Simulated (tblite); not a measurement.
# C5H10OSi: the cost of one run

Programs: tblite 0.8.0 and PySCF 2.14.0, with density-fitted response routines of our own. Each step states its level of theory. These are calculated values for one molecule in the gas phase, unless marked as measured. Atoms are numbered from 0 throughout.

### 1 Starting geometry

17 atoms, charge 1, multiplicity 2; geometry from: force field or distance geometry start.

Bonds of the start (Å): O0–C1 1.44, C1–C2 1.52, C2–C3 1.51, C3–C4 1.45, C4–C5 1.51, C5–Si6 1.91, Si6–C2 1.95, O0–H7 0.98, C1–H8 1.10, C1–H9 1.08, C2–H10 1.10, C3–H11 1.09, C4–H12 1.08, C5–H13 1.09, C5–H14 1.10, Si6–H15 1.49, Si6–H16 1.48.

### 2 Geometry optimisation with GFN2-xTB

The job: settings as JSON, then the geometry in Å.

```
{"job": {"kind": "relax", "xc": "GFN2-xTB", "basis": "xTB"}, "charge": 1, "multiplicity": 2}
O      2.892600    -0.326600     0.217400
C      1.751500     0.549800     0.123100
C      0.594800    -0.204000    -0.509400
C     -0.017600    -1.224300     0.415600
C     -1.428800    -1.130300     0.715900
C     -2.179100    -0.002500     0.048000
Si    -0.893300     0.957600    -0.979100
H      3.595200     0.173600     0.676400
H      1.516600     0.893900     1.143200
H      2.050200     1.409000    -0.465900
H      0.915700    -0.718100    -1.422700
H      0.579600    -2.039500     0.835800
H     -1.924700    -1.843000     1.365800
H     -2.959900    -0.398000    -0.597200
H     -2.626500     0.657000     0.809100
H     -0.685100     2.334700    -0.443700
H     -1.188200     0.922600    -2.429700
```

Command:

```sh
> OMP_NUM_THREADS=1 python probes_run.py task.json out
```

This one command runs all jobs of the session in turn.

Q: Estimate the wall time of this first job on 1 thread of Arm Neoverse V2, shared host.

About 1 s.
